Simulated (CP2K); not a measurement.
**C2H7B2N (SMILES BC1BNC1), run twice**

Aim: energy and forces of C2H7B2N at GFN2-xTB.

The results are computed with CP2K 2026.2.

4 further runs of the same task are left out: 1 that didn't finish, 3 set aside as unsound or not needed.

**1. The molecule**

C2H7B2N has 12 atoms, charge 0, and is taken as a singlet. As SMILES, `BC1BNC1`. The shape is that of a PBE0-D4/def2-TZVP optimisation.

Bond lengths: B1–C2 1.514 Å, C2–B3 1.641 Å, B3–N4 1.385 Å, C2–C5 1.544 Å, N4–C5 1.456 Å, B1–H6 1.202 Å, B1–H7 1.198 Å, C2–H8 1.092 Å, B3–H9 1.191 Å, N4–H10 1.006 Å, C5–H11 1.094 Å, C5–H12 1.094 Å. Some angles: B1–C2–B3 101.5°, B1–C2–C5 120.8°, B3–C2–C5 82.1°, C2–B3–N4 90.8°, B3–N4–C5 94.9°, C2–C5–N4 92.2°, B1–C2–H8 117.4°, B3–C2–H8 110.8°, C5–C2–H8 115.8°, C2–B1–H6 120.3°.

**2. First attempt**

File run.inp:

```
&GLOBAL
 PROJECT_NAME run
 RUN_TYPE ENERGY_FORCE
 PRINT_LEVEL MEDIUM
&END GLOBAL

&FORCE_EVAL
 METHOD QUICKSTEP
 &DFT
  &QS
   METHOD XTB
   EPS_DEFAULT 1.0E-10
   &XTB
    GFN_TYPE TBLITE
    &TBLITE
     METHOD GFN2
    &END TBLITE
    CHECK_ATOMIC_CHARGES F
   &END XTB
  &END QS
  &POISSON
   PERIODIC NONE
   POISSON_SOLVER ANALYTIC
  &END POISSON
  &SCF
   SCF_GUESS ATOMIC
   EPS_SCF 1.0E-06
   MAX_SCF 150
   ADDED_MOS 2
   &DIAGONALIZATION
    ALGORITHM STANDARD
   &END DIAGONALIZATION
   &MIXING
    METHOD DIRECT_P_MIXING
    ALPHA 0.4
   &END MIXING
   &SMEAR ON
    METHOD FERMI_DIRAC
    ELECTRONIC_TEMPERATURE [K] 300
   &END SMEAR
  &END SCF
  &PRINT
   &MOMENTS
    PERIODIC F
    REFERENCE COM
    MAX_MOMENT 1
   &END MOMENTS
   &MO ON
    ENERGIES T
    OCCUPATION_NUMBERS T
    NDIGITS 6
    &EACH
     QS_SCF 0
    &END EACH
    ADD_LAST NUMERIC
   &END MO
   &HIRSHFELD OFF
   &END HIRSHFELD
  &END PRINT
 &END DFT
 &SUBSYS
  &CELL
   ABC [Ang] 14.4 13.2 13.8
   PERIODIC NONE
  &END CELL
  &COORD
   UNIT bohr
   B     -2.3224734    -1.7071786     1.5253869
   C     -1.3078795     0.5706973     0.1230212
   B      1.4326014     0.9839804     1.5132927
   N      2.6815214     0.6032006    -0.7560794
   C      0.3866380     0.2435857    -2.2294989
   H     -1.5416386    -3.7864442     1.0521995
   H     -3.7701926    -1.4522545     3.2480613
   H     -2.4305657     2.3005526     0.1861380
   H      2.1898146     1.4462074     3.5823538
   H      4.4714700     0.5937519    -1.3972635
   H      0.0954312     1.7137926    -3.6539744
   H      0.2609712    -1.6143930    -3.1291975
  &END COORD
  &TOPOLOGY
   &CENTER_COORDINATES
   &END CENTER_COORDINATES
  &END TOPOLOGY
 &END SUBSYS
 &PRINT
  &FORCES ON
  &END FORCES
 &END PRINT
&END FORCE_EVAL
```

Command:

```sh
OMP_NUM_THREADS=1 cp2k.psmp -i run.inp -o run.out
```

What it wrote:

```text
*******************************************************************************
 *   ___                                                                       *
 *  /   \                                                                      *
 * [ABORT]                                                                     *
 *  \___/                            Unknown unit: Ang                         *
 *    |                                                                        *
 *  O/|                                                                        *
 * /| |                                                                        *
 * / \                                                   common/cp_units.F:384 *
 *******************************************************************************

 ===== Routine Calling Stack =====

            6 val_create_parsing
            5 section_vals_parse
            4 section_vals_parse
            3 section_vals_parse
            2 section_vals_parse
            1 read_input

Program received signal SIGABRT: Process abort signal.

Backtrace for this error:
#0  0x56f5897cf957 in ???
#1  0x56f5aa084cac in __pthread_kill_implementation
#2  0x56f5aa02bfb7 in raise
#3  0x56f5aa015d37 in abort
#4  0x56f589ea2d83 in ???
#5  0x56f589ea4297 in ???
#6  0x56f589ea4497 in ???
#7  0x56f589ed9b03 in ???
#8  0x56f58a0109a7 in ???
#9  0x56f58a011aab in ???
#10  0x56f58a01367b in ???
#11  0x56f58a0138f7 in ???
#12  0x56f58a0138f7 in ???
#13  0x56f58a0138f7 in ???
#14  0x56f5898e9807 in ???
#15  0x56f58a154e8b in ???
#16  0x56f58a159d0b in ???
#17  0x56f589870db3 in ???
#18  0x56f58986ef13 in ???
#19  0x56f5aa016573 in __libc_start_call_main
#20  0x56f5aa016657 in __libc_start_main_impl
#21  0x56f58986f06f in ???
#22  0xffffffffffffffff in ???
```

Wall time 0.34 s (1 thread of Arm Neoverse N1, shared host); peak memory 0.13 GiB.

**3. What went wrong**

The input was rejected.

The telling line is `\___/                            Unknown unit: Ang`. The fault: the input holds a word that the program doesn't know.

**4. The mended input**

File qs.inp:

```
&GLOBAL
 PROJECT_NAME qs
 RUN_TYPE ENERGY_FORCE
 PRINT_LEVEL MEDIUM
&END GLOBAL

&FORCE_EVAL
 METHOD Quickstep
 &DFT
  &QS
   METHOD XTB
   EPS_DEFAULT 1.0E-12
   &XTB
    GFN_TYPE TBLITE
    &TBLITE
     METHOD GFN2
    &END TBLITE
    CHECK_ATOMIC_CHARGES F
   &END XTB
  &END QS
  &POISSON
   PERIODIC NONE
   POISSON_SOLVER ANALYTIC
  &END POISSON
  &SCF
   SCF_GUESS ATOMIC
   EPS_SCF 1.0E-06
   MAX_SCF 150
   ADDED_MOS 2
   MAX_DIIS 12
   &DIAGONALIZATION
    ALGORITHM STANDARD
   &END DIAGONALIZATION
   &MIXING
    METHOD DIRECT_P_MIXING
    ALPHA 0.4
   &END MIXING
   &SMEAR ON
    METHOD FERMI_DIRAC
    ELECTRONIC_TEMPERATURE [K] 300
   &END SMEAR
  &END SCF
  &PRINT
   &MOMENTS
    PERIODIC F
    REFERENCE COM
    MAX_MOMENT 1
   &END MOMENTS
   &MO ON
    ENERGIES T
    OCCUPATION_NUMBERS T
    NDIGITS 6
    &EACH
     QS_SCF 0
    &END EACH
    ADD_LAST NUMERIC
   &END MO
   &HIRSHFELD OFF
   &END HIRSHFELD
  &END PRINT
 &END DFT
 &SUBSYS
  &CELL
   ABC 14.4 13.2 13.8
   PERIODIC NONE
  &END CELL
  &COORD
   UNIT bohr
   B     -2.3224734    -1.7071786     1.5253869
   C     -1.3078795     0.5706973     0.1230212
   B      1.4326014     0.9839804     1.5132927
   N      2.6815214     0.6032006    -0.7560794
   C      0.3866380     0.2435857    -2.2294989
   H     -1.5416386    -3.7864442     1.0521995
   H     -3.7701926    -1.4522545     3.2480613
   H     -2.4305657     2.3005526     0.1861380
   H      2.1898146     1.4462074     3.5823538
   H      4.4714700     0.5937519    -1.3972635
   H      0.0954312     1.7137926    -3.6539744
   H      0.2609712    -1.6143930    -3.1291975
  &END COORD
  &TOPOLOGY
   &CENTER_COORDINATES
   &END CENTER_COORDINATES
  &END TOPOLOGY
 &END SUBSYS
 &PRINT
  &FORCES ON
  &END FORCES
 &END PRINT
&END FORCE_EVAL
```

Command:

```sh
OMP_NUM_THREADS=1 cp2k.psmp qs.inp > qs.out
```

What it wrote:

```text
CP2K| version string:                                       CP2K version 2026.2
[...]
 GLOBAL| Method name                                                        CP2K
[...]
 GLOBAL| Run type                                                   ENERGY_FORCE
[...]
                             - Atoms:                                         12
[...]
                             - Spherical basis functions:                     27
[...]
 Number of electrons:                                                         26
[...]
  *** SCF run converged in    16 steps ***
[...]
  Fermi energy:                                                -0.25818452220338
[...]
 TB_DIPOLE| Moment [Debye]          1.09419149       0.72205831      -0.94023424
 TB_DIPOLE| Derivative [a.u.]       0.00000000       0.00000000       0.00000000
[...]
 ENERGY| Total FORCE_EVAL ( QS ) energy [hartree]            -13.227237461344437
 FORCES| Atomic forces [hartree/bohr]
 FORCES|   Atom     x               y               z               |f|
 FORCES|      1 -6.56055877E-03 -1.67148111E-02  8.44061936E-03   1.98411164E-02
 FORCES|      2  9.14928110E-03  6.80484647E-03  4.77843909E-03   1.23632019E-02
 FORCES|      3  7.72587608E-03  2.19827734E-03  4.96898417E-03   9.44523097E-03
 FORCES|      4 -1.21308506E-02  2.78953075E-03  1.05071125E-02   1.62892121E-02
 FORCES|      5  4.72033028E-04  1.59896274E-03 -1.64117353E-03   2.33943317E-03
 FORCES|      6 -5.20133966E-03  1.03735665E-02  2.25442100E-03   1.18214732E-02
 FORCES|      7  6.87178303E-03 -1.11468432E-03 -9.24368318E-03   1.15719316E-02
 FORCES|      8  1.52908159E-03 -2.93242044E-03 -5.10750257E-03   6.08471549E-03
 FORCES|      9 -3.20740842E-03 -2.30800293E-03 -1.12407892E-02   1.19151034E-02
 FORCES|     10 -3.72916623E-04 -1.15292623E-03 -3.81081020E-03   3.99882233E-03
 FORCES|     11  1.20948658E-03 -1.16676140E-04 -5.70084883E-04   1.34218773E-03
 FORCES|     12  5.15532681E-04  5.74337439E-04  6.64467439E-04   1.01840779E-03
 FORCES| Sum     1.71737624E-16 -2.36356074E-17 -8.46761897E-17
[...]
```

Run time: 0.44 s. Hardware: 1 thread of Arm Neoverse N1, shared host; peak memory 0.14 GiB.

**5. Summary of results**

Level: GFN2-xTB.

```
                                 quantity         value
                             total energy  -13.22724 Eh
dipole moment (from atomic charges alone)        1.61 D
                              HOMO energy     -10.38 eV
                              LUMO energy      -6.13 eV
                            HOMO–LUMO gap       4.25 eV
                 largest force on an atom    1.020 eV/Å
```

The dipole comes from point charges on the atoms alone, without atomic dipoles, so it is partial. The largest force is 1.02 eV/Å: the shape isn't a stationary point for this species at this level.
